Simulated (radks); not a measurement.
# Ionising thallium step by step, Tl⁴²⁺ to Tl⁶²⁺

Wanted: the ionisation ladder of thallium and its errors against NIST. Each value is a difference of total energies (Δ-SCF).

Program: radks (a radial shooting solver on a logarithmic mesh, Libxc functionals) version 1. Level of theory: scalar-relativistic Kohn-Sham, PBE, spin-unpolarised, spherical densities, point nucleus. These are calculated values, not measurements, unless marked.

### 1 The system

- element: thallium (Z = 81)
- charges: 42 to 62
- first configuration: [Kr] 4d3
- last configuration: [Ar] 3d1

Outer shells as boxes (Hund's rule):

Tl⁴²⁺
```
[Kr] core
4d [↑ ][↑ ][↑ ][  ][  ]
```

Tl⁶²⁺
```
[Ar] core
3d [↑ ][  ][  ][  ][  ]
```

### 2 Tl⁴²⁺, [Kr] 4d3

The run's settings:

```text
Z 81
configuration [Kr] 4d3
relativity scalar-relativistic
functional pbe,pbe
spin unpolarised
nucleus point
c 137.035999084
```

### 3 Tl⁴³⁺, [Kr] 4d2

The run's settings:

```text
Z 81
configuration [Kr] 4d2 5s0 5p0
relativity scalar-relativistic
functional pbe,pbe
spin unpolarised
nucleus point
c 137.035999084
```

### 4 Tl⁴⁴⁺, [Kr] 4d1

The run's settings:

```text
Z 81
configuration [Kr] 4d1
relativity scalar-relativistic
functional pbe,pbe
spin unpolarised
nucleus point
c 137.035999084
```

### 5 Tl⁴⁵⁺, [Kr]

The run's settings:

```text
Z 81
configuration [Kr] 5s0 4d0
relativity scalar-relativistic
functional pbe,pbe
spin unpolarised
nucleus point
c 137.035999084
```

### 6 Tl⁴⁶⁺, [Ar] 3d10 4s2 4p5

The run's settings:

```text
Z 81
configuration [Ar] 3d10 4s2 4p5
relativity scalar-relativistic
functional pbe,pbe
spin unpolarised
nucleus point
c 137.035999084
```

### 7 Tl⁴⁷⁺, [Ar] 3d10 4s2 4p4

The run's settings:

```text
Z 81
configuration [Ar] 3d10 4s2 4p4
relativity scalar-relativistic
functional pbe,pbe
spin unpolarised
nucleus point
c 137.035999084
```

### 8 Tl⁴⁸⁺, [Ar] 3d10 4s2 4p3

The run's settings:

```text
Z 81
configuration [Ar] 3d10 4s2 4p3
relativity scalar-relativistic
functional pbe,pbe
spin unpolarised
nucleus point
c 137.035999084
```

### 9 Tl⁴⁹⁺, [Ar] 3d10 4s2 4p2

The run's settings:

```text
Z 81
configuration [Ar] 3d10 4s2 4p2
relativity scalar-relativistic
functional pbe,pbe
spin unpolarised
nucleus point
c 137.035999084
```

### 10 Tl⁵⁰⁺, [Ar] 3d10 4s2 4p1

The run's settings:

```text
Z 81
configuration [Ar] 3d10 4s2 4p1
relativity scalar-relativistic
functional pbe,pbe
spin unpolarised
nucleus point
c 137.035999084
```

### 11 Tl⁵¹⁺, [Ar] 3d10 4s2

The run's settings:

```text
Z 81
configuration [Ar] 3d10 4s2
relativity scalar-relativistic
functional pbe,pbe
spin unpolarised
nucleus point
c 137.035999084
```

### 12 Tl⁵²⁺, [Ar] 3d10 4s1

The run's settings:

```text
Z 81
configuration [Ar] 3d10 4s1
relativity scalar-relativistic
functional pbe,pbe
spin unpolarised
nucleus point
c 137.035999084
```

### 13 Tl⁵³⁺, [Ar] 3d10

The run's settings:

```text
Z 81
configuration [Ar] 3d10
relativity scalar-relativistic
functional pbe,pbe
spin unpolarised
nucleus point
c 137.035999084
```

### 14 Tl⁵⁴⁺, [Ar] 3d9

The run's settings:

```text
Z 81
configuration [Ar] 3d9
relativity scalar-relativistic
functional pbe,pbe
spin unpolarised
nucleus point
c 137.035999084
```

### 15 Tl⁵⁵⁺, [Ar] 3d8

The run's settings:

```text
Z 81
configuration [Ar] 3d8
relativity scalar-relativistic
functional pbe,pbe
spin unpolarised
nucleus point
c 137.035999084
```

### 16 Tl⁵⁶⁺, [Ar] 3d7

The run's settings:

```text
Z 81
configuration [Ar] 3d7
relativity scalar-relativistic
functional pbe,pbe
spin unpolarised
nucleus point
c 137.035999084
```

### 17 Tl⁵⁷⁺, [Ar] 3d6

The run's settings:

```text
Z 81
configuration [Ar] 3d6 4s0 4p0
relativity scalar-relativistic
functional pbe,pbe
spin unpolarised
nucleus point
c 137.035999084
```

### 18 Tl⁵⁸⁺, [Ar] 3d5

The run's settings:

```text
Z 81
configuration [Ar] 3d5
relativity scalar-relativistic
functional pbe,pbe
spin unpolarised
nucleus point
c 137.035999084
```

### 19 Tl⁵⁹⁺, [Ar] 3d4

The run's settings:

```text
Z 81
configuration [Ar] 3d4
relativity scalar-relativistic
functional pbe,pbe
spin unpolarised
nucleus point
c 137.035999084
```

### 20 Tl⁶⁰⁺, [Ar] 3d3

The run's settings:

```text
Z 81
configuration [Ar] 3d3 4s0 4p0
relativity scalar-relativistic
functional pbe,pbe
spin unpolarised
nucleus point
c 137.035999084
```

### 21 Tl⁶¹⁺, [Ar] 3d2

The run's settings:

```text
Z 81
configuration [Ar] 3d2 4s0 4p0
relativity scalar-relativistic
functional pbe,pbe
spin unpolarised
nucleus point
c 137.035999084
```

### 22 Tl⁶²⁺, [Ar] 3d1

The run's settings:

```text
Z 81
configuration [Ar] 3d1
relativity scalar-relativistic
functional pbe,pbe
spin unpolarised
nucleus point
c 137.035999084
```

Q: Predict the outcome of this session. Wanted: for each run, species; configuration; Δ-SCF; −ε(HOMO); NIST; error.

As calculated:

```
species      configuration  Δ-SCF (eV)  −ε(HOMO) (eV)         NIST (eV)  error (%)
  Tl⁴²⁺           [Kr] 4d3      2061.5         2031.5     2075 (theory)       -0.7
  Tl⁴³⁺           [Kr] 4d2      2124.1         2093.9     2140 (theory)       -0.7
  Tl⁴⁴⁺           [Kr] 4d1      2187.3         2156.8     2202 (theory)       -0.7
  Tl⁴⁵⁺               [Kr]      2494.5         2464.5     2447 (theory)       +1.9
  Tl⁴⁶⁺  [Ar] 3d10 4s2 4p5      2557.8         2527.7     2508 (theory)       +2.0
  Tl⁴⁷⁺  [Ar] 3d10 4s2 4p4      2621.3         2591.1     2574 (theory)       +1.8
  Tl⁴⁸⁺  [Ar] 3d10 4s2 4p3      2685.1         2654.8     2635 (theory)       +1.9
  Tl⁴⁹⁺  [Ar] 3d10 4s2 4p2      2748.9         2718.6     2854 (theory)       -3.7
  Tl⁵⁰⁺  [Ar] 3d10 4s2 4p1      2812.9         2782.5     2925 (theory)       -3.8
  Tl⁵¹⁺      [Ar] 3d10 4s2      3113.3         3081.6     3094 (theory)       +0.6
  Tl⁵²⁺      [Ar] 3d10 4s1      3180.0         3147.9  3165 (semi-emp.)       +0.5
  Tl⁵³⁺          [Ar] 3d10      5278.7         5209.0     5234 (theory)       +0.9
  Tl⁵⁴⁺           [Ar] 3d9      5425.2         5354.7     5371 (theory)       +1.0
  Tl⁵⁵⁺           [Ar] 3d8      5573.1         5501.9     5518 (theory)       +1.0
  Tl⁵⁶⁺           [Ar] 3d7      5722.5         5650.6     5674 (theory)       +0.9
  Tl⁵⁷⁺           [Ar] 3d6      5873.4         5800.7     5824 (theory)       +0.8
  Tl⁵⁸⁺           [Ar] 3d5      6025.6         5952.3     5969 (theory)       +0.9
  Tl⁵⁹⁺           [Ar] 3d4      6179.2         6105.2     6241 (theory)       -1.0
  Tl⁶⁰⁺           [Ar] 3d3      6334.1         6259.5     6392 (theory)       -0.9
  Tl⁶¹⁺           [Ar] 3d2      6490.3         6415.1     6560 (theory)       -1.1
```

**Reading.** Reference values: NIST Atomic Spectra Database (exp. measured, semi-emp. semi-empirical, theory a theoretical value adopted there). The steepest step, after dividing by the final charge, comes at Tl⁵³⁺ in [Ar] 3d10, where the value goes from 3180.0 to 5278.7 eV. There the highest level belongs to another shell. Minus the highest eigenvalue gives 99 to 99 % of the Δ-SCF value along the ladder. Spin polarisation and multiplet splitting are left out, so open shells lie too high by an amount that depends on their filling. Spin-orbit splitting is averaged out at the scalar-relativistic level.
